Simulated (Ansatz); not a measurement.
# CH4BBr: interaction energy of a dimer with the counterpoise correction

How strongly do two molecules of CH4BBr bind, and how much of that is basis error? Wanted for CH4BBr: the interaction energy of a dimer with the counterpoise correction.

All numbers are computed with Ansatz 0.2.0 through its Python package. Level of theory: Hartree-Fock/def2-SVP.

## 1. The system

Bond lengths: B1–C2 1.610 Å, C2–Br3 1.960 Å, B1–H4 1.181 Å, B1–H5 1.151 Å, C2–H6 1.116 Å, C2–H7 1.113 Å. Angles: B1–C2–Br3 111.2°, B1–C2–H6 108.6°, B1–C2–H7 109.9°, Br3–C2–H6 109.2°, Br3–C2–H7 110.3°, H6–C2–H7 107.5°, C2–B1–H4 116.6°, C2–B1–H5 120.3°, H4–B1–H5 122.8°.

No structure file is read: the coordinates are typed or built in the script.

## 2. The code

The input, dimer_ch4bbr.py:

```python
"""Binding of a CH4BBr dimer at a trial geometry."""

import ansatz

BASIS_SET = "def2-SVP"
XC = "HF"

FIRST = [
    ("B", (-0.1336, -0.957, -0.1313)),
    ("C", (0.2316, 0.5731, 0.2123)),
    ("Br", (-0.976, 1.8145, -0.7063)),
    ("H", (-0.0814, -1.2715, -1.2683)),
    ("H", (-0.5083, -1.6646, 0.6951)),
    ("H", (1.2802, 0.7708, -0.1148)),
    ("H", (0.1872, 0.7345, 1.3131)),
]
SECOND = [
    ("B", (1.6741, 5.1363, -0.2156)),
    ("C", (0.2381, 5.0088, -0.9328)),
    ("Br", (0.3939, 4.141, -2.6837)),
    ("H", (2.4986, 5.7583, -0.788)),
    ("H", (1.8879, 4.5681, 0.7619)),
    ("H", (-0.1851, 6.0328, -1.0666)),
    ("H", (-0.4613, 4.439, -0.2802)),
]

def energy(atoms, ghosts=()):
    molecule = ansatz.Crystal.molecule()
    for symbol, xyz in atoms:
        molecule = molecule.atom(symbol, xyz)
    calc = (
        molecule.calculation()
        .basis(gaussian=BASIS_SET)
        .functional(XC)
    )
    deck = calc.input()
    if ghosts:
        deck = deck.set(ansatz.key.basis.gaussian.ghost_atoms, [{"symbol": s, "position_ang": list(xyz)} for s, xyz in ghosts])
    return ansatz.Session.from_dict(deck).plan().execute().report["free_energy_ev"]

# ghost atoms carry the functions of the partner
both = energy(FIRST + SECOND)
alone = energy(FIRST) + energy(SECOND)
ghosted = energy(FIRST, SECOND) + energy(SECOND, FIRST)
print(f"dimer {both:.6f} eV")
print(f"interaction, uncorrected   {23.060548 * (both - alone):8.3f} kcal/mol")
print(f"interaction, counterpoise  {23.060548 * (both - ghosted):8.3f} kcal/mol")
print(f"basis-set superposition    {23.060548 * (alone - ghosted):8.3f} kcal/mol")
```

## 3. Running it

Run with:

```console
$ python dimer_ch4bbr.py
```

**Question.** How large is the interaction at this pose, and how much of it is basis-set superposition?

**Answer**, as computed:

| quantity | value |
| --- | --- |
| interaction energy, uncorrected | 6.750 kcal/mol |
| interaction energy, counterpoise | 7.731 kcal/mol |
| runs compared | 5 |

**Reading.** The pair is unbound at this geometry and level. Uncorrected it is 6.750 kcal/mol, with the counterpoise correction 7.731 kcal/mol; the difference, 0.981 kcal/mol, is the superposition error. In this basis both values are repulsive. Notes:
- The dimer is a generated trial pose of unrelaxed monomers, not a minimum, so the figure is no binding energy, and the basis set is small.
- This level lacks the dispersion part of the attraction (electrostatics and induction are there), which can decide the sign where the interaction is weak.
